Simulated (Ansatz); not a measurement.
The system is ScRu3.

```xyz
4
Lattice="-1.9493 1.9493 4.0223 1.9493 -1.9493 4.0223 1.9493 1.9493 -4.0223" Properties=species:S:1:pos:R:3 pbc="T T T"
Ru    0.0000    0.0000    4.0223
Ru    1.9493    0.0000    2.0111
Ru    0.0000    1.9493    2.0111
Sc    0.0000    0.0000    0.0000
```

The cell comes from a database or a generator and needn't be the stable form of this composition.

- Program: Ansatz 0.2.0
- Task: relaxation of cell and atoms
- Functional: PBEsol
- Potentials or basis: Ansatz PAW
- Cutoff: 420 eV (not typed: the program's choice for these potentials)
- k mesh: 7 × 7 × 7
- Occupations: fermi-dirac, width 0.05 eV
- Spin: no spin polarisation
- Hubbard terms: Ru d U = 3 eV, Sc d U = 3 eV

At the start: volume 15.28 Å³/atom.

Problem. Where does the relaxation end?

Solution. It ends after 5 steps and the volume is 14.76 Å³/atom (-3.4 %); space group I4/mmm (No. 139, to 0.05 Å).

Step by step:
```csv
step,energy change (eV),largest force (eV/Å),volume (Å³)
1,0.0000,0.0000,61.13
2,-0.0539,0.0000,59.19
3,-0.0548,0.0000,59.01
4,-0.0549,0.0000,59.06
5,-0.0544,0.0000,59.06
```

Final structure:
```cif
data_structure
_symmetry_space_group_name_H-M 'P 1'
_symmetry_Int_Tables_number 1
_cell_length_a 4.8557
_cell_length_b 4.8557
_cell_length_c 4.8557
_cell_angle_alpha 133.578
_cell_angle_beta 133.578
_cell_angle_gamma 67.747
_cell_volume 59.06
loop_
_atom_site_label
_atom_site_type_symbol
_atom_site_fract_x
_atom_site_fract_y
_atom_site_fract_z
_atom_site_occupancy
Ru1 Ru 0.50000 0.50000 0.00000 1
Ru2 Ru 0.25000 0.75000 0.50000 1
Ru3 Ru 0.75000 0.25000 0.50000 1
Sc1 Sc 0.00000 0.00000 0.00000 1
```

Caveat: the plane-wave basis is chosen anew once the cell has moved, so the energies of steps on either side of that aren't comparable; U without spin polarisation on a metal has little footing; the PAW data sets come from PBE, with cores solved anew for the run's functional, which leaves a small shift of forces and pressure; the U is typed as a test and isn't derived for this compound.
